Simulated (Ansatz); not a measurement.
# C2H7BClGa: small, medium and large basis sets

The task here is to estimate one member of a computed series from the others.

Program: Ansatz 0.2.0, Gaussian basis. Level of theory: one geometry, several basis sets. These are calculated values, not measurements.

Plan: PBE0-D4/def2-SVP; ωB97M-V/def2-SVP; PBE0-D4/def2-QZVPP; ωB97M-V/def2-QZVPP; the functionals' def2-TZVPP values are taken from earlier runs.

## Structure used throughout

All runs share one geometry, relaxed beforehand with PBE0-D4 in a triple-zeta def2 set.

SMILES `[CH3][Ga]([CH3])[BH]Cl`, 12 atoms, charge 0, spin multiplicity 1.

Atoms are counted from 1 here; the program's logs count them from 0.

Bond lengths: C1–Ga2 1.979 Å, C1–H6 1.095 Å, C1–H7 1.092 Å, C1–H8 1.091 Å, Ga2–C3 1.978 Å, Ga2–B4 2.094 Å, C3–H9 1.091 Å, C3–H10 1.092 Å, C3–H11 1.095 Å, B4–Cl5 1.755 Å, B4–H12 1.197 Å. Angles: Ga2–C1–H6 109.1°, Ga2–C1–H7 111.8°, Ga2–C1–H8 111.9°, H6–C1–H7 106.9°, H6–C1–H8 108.0°, H7–C1–H8 109.0°, C1–Ga2–C3 117.7°, C1–Ga2–B4 120.6°, C3–Ga2–B4 121.7°, Ga2–C3–H9 113.2°, Ga2–C3–H10 110.8°, Ga2–C3–H11 108.7°, H9–C3–H10 109.1°, H9–C3–H11 107.7°, H10–C3–H11 107.1°, Ga2–B4–Cl5 119.0°, Ga2–B4–H12 127.3°, Cl5–B4–H12 113.8°.

Geometry (Å):

```mol
C2H7BClGa
  3D, bonds by distance, orders not assigned

 12 11  0  0  0  0  0  0  0  0999 V2000
   -1.6374   -0.9391   -0.2418 C   0  0
    0.0599    0.0689   -0.1074 Ga  0  0
    1.4197   -0.5862    1.1706 C   0  0
    0.3743    1.7873   -1.2617 B   0  0
   -0.1228    3.3445   -0.6215 Cl  0  0
   -2.4330   -0.3660    0.2452 H   0  0
   -1.9416   -1.0844   -1.2808 H   0  0
   -1.5737   -1.9118    0.2487 H   0  0
    2.1413    0.1785    1.4605 H   0  0
    0.9454   -0.9889    2.0686 H   0  0
    1.9737   -1.4074    0.7030 H   0  0
    0.8710    1.8493   -2.3494 H   0  0
  1  2  8  0
  2  3  8  0
  2  4  8  0
  4  5  8  0
  1  6  8  0
  1  7  8  0
  1  8  8  0
  3  9  8  0
  3 10  8  0
  3 11  8  0
  4 12  8  0
M  END
```

The first run:

in.yaml reads:

```yaml
crystal:
  periodic: [false, false, false]
  atoms:
    - {symbol: C, position_ang: [-1.637402, -0.939107, -0.241836]}
    - {symbol: Ga, position_ang: [0.059893, 0.068910, -0.107408]}
    - {symbol: C, position_ang: [1.419708, -0.586183, 1.170650]}
    - {symbol: B, position_ang: [0.374256, 1.787337, -1.261674]}
    - {symbol: Cl, position_ang: [-0.122831, 3.344529, -0.621501]}
    - {symbol: H, position_ang: [-2.433027, -0.365953, 0.245199]}
    - {symbol: H, position_ang: [-1.941566, -1.084373, -1.280805]}
    - {symbol: H, position_ang: [-1.573655, -1.911802, 0.248714]}
    - {symbol: H, position_ang: [2.141321, 0.178455, 1.460528]}
    - {symbol: H, position_ang: [0.945358, -0.988864, 2.068639]}
    - {symbol: H, position_ang: [1.973723, -1.407389, 0.703008]}
    - {symbol: H, position_ang: [0.871023, 1.849340, -2.349414]}
basis:
  gaussian: {orbitals: def2-SVP}
hamiltonian: {xc: pbe0, dispersion: d4}
output: {orbitals: {seedname: orbitals}}
```

Among the steps run: PBE0-D4 in def2-SVP; ωB97M-V in def2-SVP; PBE0-D4 in def2-QZVPP; ωB97M-V in def2-QZVPP.

One of the session's tables, all rows but one given; the rest of the session is left out.

It belongs to the step «Density functionals: the series». 

| functional | basis | HOMO (eV) | LUMO (eV) |
| --- | --- | --- | --- |
| PBE0-D4 | def2-SVP | -6.79 | -1.65 |
| PBE0-D4 | def2-TZVPP | ? | ? |
| PBE0-D4 | def2-QZVPP | -6.91 | -1.85 |
| ωB97M-V | def2-SVP | -8.90 | 0.40 |
| ωB97M-V | def2-TZVPP | -9.02 | 0.15 |
| ωB97M-V | def2-QZVPP | -9.04 | 0.07 |

**Question.** Estimate the row for PBE0-D4, def2-TZVPP.

As computed: HOMO (eV): -6.89; LUMO (eV): -1.81. In the column «HOMO (eV)» it lies between PBE0-D4, def2-QZVPP (-6.91) and PBE0-D4, def2-SVP (-6.79).
